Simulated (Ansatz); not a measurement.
# C2H5FOSi: the cost of one run

Method: RKS PBE0-D4/def2-SVPD; program: Ansatz 0.2.0.

## (1) Starting geometry

SMILES `O=C=C[SiH3]`, 8 atoms, charge 0, spin multiplicity 1.

Atoms are counted from 1 here; the program's logs count them from 0.

Bond lengths: O1–C2 1.175 Å, C2–C3 1.324 Å, C3–Si4 1.872 Å, C3–H5 1.101 Å, Si4–H6 1.503 Å, Si4–H7 1.503 Å, Si4–H8 1.500 Å. Angles: O1–C2–C3 178.3°, C2–C3–Si4 120.9°, C2–C3–H5 117.3°, Si4–C3–H5 121.8°, C3–Si4–H6 110.6°, C3–Si4–H7 110.3°, C3–Si4–H8 108.1°, H6–Si4–H7 108.2°, H6–Si4–H8 109.7°, H7–Si4–H8 109.9°.

Coordinates:

```
O     1.4635   -1.2583    2.0040
C     1.1977   -0.6284    1.0482
C     0.8606    0.0735   -0.0224
Si   -0.9350    0.2813   -0.5094
H     1.6766    0.5282   -0.6049
H    -1.3253    1.7331   -0.4878
H    -1.1624   -0.2465   -1.8983
H    -1.7756   -0.4829    0.4706
```

This geometry comes from a loose relaxation at PBE in a small basis, which is not shown.

## (4) Setting up the map

The probe is moved over a plane parallel to the molecule's main plane, 3.31 Å above it (x and y are the axes of that plane, centred on the molecule).

The axes are (1) x of the probe's H atom: 11 values from −3.95 Å; (2) y of the probe's H atom: 9 values from −3.16 Å.

Nothing else is relaxed (molecule and probe rigid, the probe upright with H nearest the plane). Energies count from molecule and probe far apart, each relaxed in its own basis (no counterpoise correction). Points are written as (first, second).

The probe HF moves over a plane: parallel to the molecule's main plane, 3.31 Å above it. The molecule is turned into the frame of its main axes, as the inputs below show.

(The set-up runs are not shown.)

## (5) Grid point (2.37 Å, 0.00 Å)

Contents of input.yaml:

```yaml
crystal:
  periodic: [false, false, false]
  atoms:
    - { symbol: O, position_ang: [-1.769576, -0.358318, 1.0e-06] }
    - { symbol: C, position_ang: [-0.718432, 0.132327, -2.0e-06] }
    - { symbol: C, position_ang: [0.488016, 0.655419, 1.0e-06] }
    - { symbol: Si, position_ang: [1.999992, -0.429429, 0.0] }
    - { symbol: H, position_ang: [0.551027, 1.746847, -0.000115] }
    - { symbol: H, position_ang: [2.834194, -0.167818, -1.210565] }
    - { symbol: H, position_ang: [2.835069, -0.166287, 1.209623] }
    - { symbol: H, position_ang: [1.549797, -1.85102, 0.000954] }
    - { symbol: H, position_ang: [2.37, 0.0, 3.31] }
    - { symbol: F, position_ang: [2.37, 0.0, 4.230219] }
basis:
  gaussian: { orbitals: def2-SVPD }
hamiltonian:
  xc: pbe0
  dispersion: d4
output:
  forces: true
```

Started as:

```console
> ansatz run input.yaml --threads 1 --pin off --max-ram 2560MiB --backend cpu --events-out ev --progress --plain --runs-dir out
```

What time and memory should one allow on 1 thread of Arm Neoverse V2, shared host?

About 5.4 s, with a peak of 0.31 GiB.
